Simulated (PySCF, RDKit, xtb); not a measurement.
**InSi2HF2: from the formula to a structure**

Only the formula InSi2HF2 is given. Aim: find the structure of lowest free energy at 298.15 K, then its properties.

The funnel: GFN2-xTB relaxations, single points with a density functional, relaxations at B3LYP-D3(BJ)/def2-SVP, harmonic vibrations (at GFN2-xTB), and a last energy at a higher level. All values are calculated.

1 further run of the same task is left out (set aside as unsound or not needed).

## (1) Possible bonding patterns

A program enumerates the bonding patterns with one Lewis structure each (two rings at most, one unusual centre or charged pair), with their diastereomers. O–O, O–halogen and N–halogen bonds and N–N–N chains are not drawn. That gives 28 candidates.

c004 F/[SiH]=[Si](\F)[In] (triplet); c036 [F][In]([F])[SiH]=[Si]; c105 F[Si@@H]1[Si][In]1[F]; c113 F[Si](F)=[Si-][InH+]; c119 F[Si](F)=[SiH][In]; c155 F[Si]#[Si-](F)[InH+]; c178 F/[SiH]=[Si](\F)[In]; c198 F[Si]1=[Si+][In@@H-]1[F]; c285 F/[SiH]=[Si-]\[In+][F]; c304 F[Si]1(F)[Si][InH]1; c329 F[Si]#[Si][InH][F]; c348 F[Si]1=[SiH][In]1[F]; c467 [F][In-]1([F])[Si+]=[SiH]1; c470 F[Si]#[SiH-][In+][F]; c489 [F][In+][Si-](F)#[SiH]; c546 F/[SiH]=[Si-]/[In+][F]; c567 [F][In]([F])[SiH]=[Si] (triplet); c610 F/[SiH]=[Si](/F)[In]; c655 F[Si-]1[In+][Si@@H]1F; c722 [F][InH][Si](F)=[Si]; c742 F[Si](F)=[SiH][In] (triplet); c844 F[Si]1(F)[SiH-][In+]1; c920 F[Si@@H]1[Si][In]1[F] (triplet); c922 [F][InH][Si](F)=[Si] (triplet); c934 F/[SiH]=[Si](/F)[In] (triplet); c937 F[Si]1(F)[Si][InH]1 (triplet); c973 F[Si]1=[Si](F)[InH]1; c992 [F][In]([F])[Si]#[SiH].

Candidates are built by distance geometry, with a force field where one applies, in up to four conformers (letters a to d). 10 starts with atoms placed at random are added, to find patterns that the rules miss.

Q: Predict the outcome of this search (final energies at CCSD(T)/def2-SVP + MP2/def2-TZVPP - MP2/def2-SVP).

| quantity | value |
| --- | --- |
| lowest structure found | F[Si]1(F)[Si][InH]1, singlet |
| next finalist | [F][Si]1[F][SiH]1[In] ‡, singlet, 16.1 kcal/mol higher in G |
| share at equilibrium, among the finalists | 100.0 % |
| lowest excitation (TD-CAM-B3LYP/def2-SVPD) | 2.49 eV (f = 0.000) |
| strongest of the states computed, same level | 3.30 eV (f = 0.077) |
| lowest triplet excitation, same level, Tamm-Dancoff | 2.28 eV |

The lowest structure found is `F[Si]1(F)[Si][InH]1`. Among the finalists first place is clear (16.1 kcal/mol); structures outside the list aren't covered. With 8 minima in the window unscreened, the next finalist need not be the second lowest, and margin and share hold for the finalists alone. MP2/def2-SVP already puts its bonding pattern lowest among the structures in one piece; B3LYP-D3(BJ)/def2-SVP and HF/def2-SVP favour the singlet [F][Si][SiH][In][F] ‡. Spin-orbit coupling, which matters for elements this heavy, is left out. 8 minima inside the window were never screened. Lowest found is not proven lowest: the search is finite, and each finalist counts with one conformer. Patterns outside the rules of the enumeration were met only by chance.

‡ marks the bonded skeleton alone, with all bonds drawn single: no Lewis structure was assigned that passes a check against the bond lengths.
